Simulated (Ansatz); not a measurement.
From input file to script: AlF₂H₂N, SMILES [NH2][Al]([F])[F] in Ansatz 0.2.0.

```yaml
crystal:
  periodic: [false, false, false]
  atoms:
    - { symbol: "N", position_ang: [-0.6694, 0.8768, -0.0189] }
    - { symbol: Al, position_ang: [0.2072, -0.7432, 0.13] }
    - { symbol: F, position_ang: [1.6617, -0.8461, 1.1323] }
    - { symbol: F, position_ang: [-0.3206, -2.1871, -0.7399] }
    - { symbol: H, position_ang: [-0.1661, 1.6219, 0.4885] }
    - { symbol: H, position_ang: [-0.6708, 1.2136, -1.0382] }
basis:
  gaussian:
    orbitals: "6-31G*"
hamiltonian:
  xc: blyp
  dispersion: d4
output:
  orbitals: {}
  forces: true
```

`alf2h2n_energy.py`:
```python
"""Single point of AlF2H2N."""

from pathlib import Path
import json

import ansatz as az
from ase import Atoms
import numpy as np


def main() -> None:
    atoms = Atoms(["N", "Al", "F", "F", "H", "H"], positions=[
        [-0.6694, 0.8768, -0.0189],
        [0.2072, -0.7432, 0.13],
        [1.6617, -0.8461, 1.1323],
        [-0.3206, -2.1871, -0.7399],
        [-0.1661, 1.6219, 0.4885],
        [-0.6708, 1.2136, -1.0382],
    ])
    mol = az.Crystal.molecule_from_ase(atoms)

    calc = (
        mol.calculation()
        .basis(gaussian="6-31G*")
        .functional("blyp", dispersion="d4")
        .forces()
        .orbitals()
    )
    res = calc.run(runs_dir="out")
    r = res.report

    for key in ("converged", "free_energy_ev", "reference_energy_ev", "n_frozen", "n_occupied", "n_virtual"):
        print(f"{key:22s} {r[key]}")

    field = r["mean_field"]
    print("<S^2> =", round(abs(field["state"]["spin_squared"]), 4), " all-electron relativity setting:", field["relativity"])
    print("passes:", field["passes"])
    if "symmetry" in field:
        print("occupied orbitals by irrep:", field["symmetry"]["occupied"])

    symbols = [site.symbol for site in mol.cartesian_sites]
    print("forces (eV/A)")
    for symbol, f in zip(symbols, r["forces_ev_ang"]):
        print(f"  {symbol:2s} {f[0]:9.4f} {f[1]:9.4f} {f[2]:9.4f}")

    charges = r["charge_distribution"]
    print("dipole moment", round(4.803205 * float(np.linalg.norm(charges["dipole_moment_e_ang"])), 3), "D")
    print("Mulliken:", [(s, round(q, 3)) for s, q in zip(symbols, charges["mulliken_charges_e"])])

    lines = Path(r["orbitals_path"]).read_text().splitlines()
    field_of = lambda key: [line.split("=")[1].strip() for line in lines if line.startswith(key)]
    orbitals = [(27.211386 * float(e), s, float(n)) for e, s, n in zip(field_of("Ene="), field_of("Spin="), field_of("Occup="))]
    homo = max(e for e, _, n in orbitals if n > 0.5)
    lumo = min(e for e, _, n in orbitals if n < 0.5)
    print(f"HOMO {homo:.3f} eV, LUMO {lumo:.3f} eV, gap {lumo - homo:.3f} eV")
    with open("alf2h2n.json", "w") as handle:
        json.dump({k: r[k] for k in ("free_energy_ev", "reference_energy_ev", "n_occupied", "n_virtual")}, handle, indent=1)


if __name__ == "__main__":
    main()
```

```console
$ python alf2h2n_energy.py
converged              True
free_energy_ev         -13556.233952404038
reference_energy_ev    -13556.052756046956
n_frozen               0
n_occupied             [20, 20]
n_virtual              [48, 48]
<S^2> = 0.0  all-electron relativity setting: none
passes: {'evaluations': 15, 'products': 11}
occupied orbitals by irrep: [{'A': 20}, {'A': 20}]
forces (eV/A)
  N     0.7249   -0.0902   -1.4629
  Al    1.0148   -1.2402   -0.0146
  F    -2.0549   -0.0173   -1.2690
  F     0.7165    2.0153    1.2680
  H    -0.1177   -0.1155    0.0576
  H    -0.2836   -0.5520    1.4209
dipole moment 2.351 D
Mulliken: [('N', -0.808), ('Al', 0.956), ('F', -0.388), ('F', -0.386), ('H', 0.32), ('H', 0.307)]
HOMO -6.316 eV, LUMO -2.025 eV, gap 4.291 eV
```

Reading the output:
- Total energies depend on the basis set; only differences at equal settings carry meaning.
- The geometry is a force-field or estimated start, not a minimum of this method, and the basis set is short of its limit.
- Total less reference energy is the dispersion correction.
- Levels such as HOMO and LUMO are orbital energies: with these approximate functionals they aren't the ionisation energy and electron affinity, and their gap isn't the fundamental gap.
- Wall time of the script: 2.1 s on 1 thread of Arm Neoverse V1 (shared host), peak memory 0.17 GiB.

(A comment or docstring line of the script was reworded after the run, the code is as it ran; lines on the test bed's own set-up are left out of the output.)
